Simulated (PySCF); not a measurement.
# Cu2I4 (Cu2(I)4): the cost of one run

Programs: PySCF 2.14.0, with routines of our own; each step states its level. All values are computed. Atoms count from 0.

### 1 The starting structure

6 atoms, charge 0, multiplicity 3; geometry from: GFN2-xTB.

### 2 Open-shell or spin-flip excitations: unrestricted TDA B3LYP/def2-SVP Cu:def2-TZVP

What the job is given:

```
{"job": {"kind": "uabs", "xc": "B3LYP", "basis": {"default": "def2-SVP", "Cu": "def2-TZVP"}, "nstates": 15, "tda": true, "pol": false}, "charge": 0, "multiplicity": 3}
Cu    -1.240430    -1.103810    -0.533220
I     -3.406690    -2.321950    -0.504690
I      1.142770    -0.701310    -1.373150
Cu     1.226360     1.133090     0.498750
I      3.472840     2.183600     0.653360
I     -1.194850     0.810370     1.258950
```

Method: unrestricted TDA B3LYP/def2-SVP Cu:def2-TZVP, vertical, gas phase, core orbitals frozen in the response.

Launch:

```bash
$ OMP_NUM_THREADS=1 python excited_run.py task.json out
```

One launch serves the whole session: the jobs run in the order shown.

Q: Estimate the wall time and peak memory of this first job on 1 thread of Arm Neoverse V2, shared host.

About 5.7 min, with a peak of 0.91 GiB.
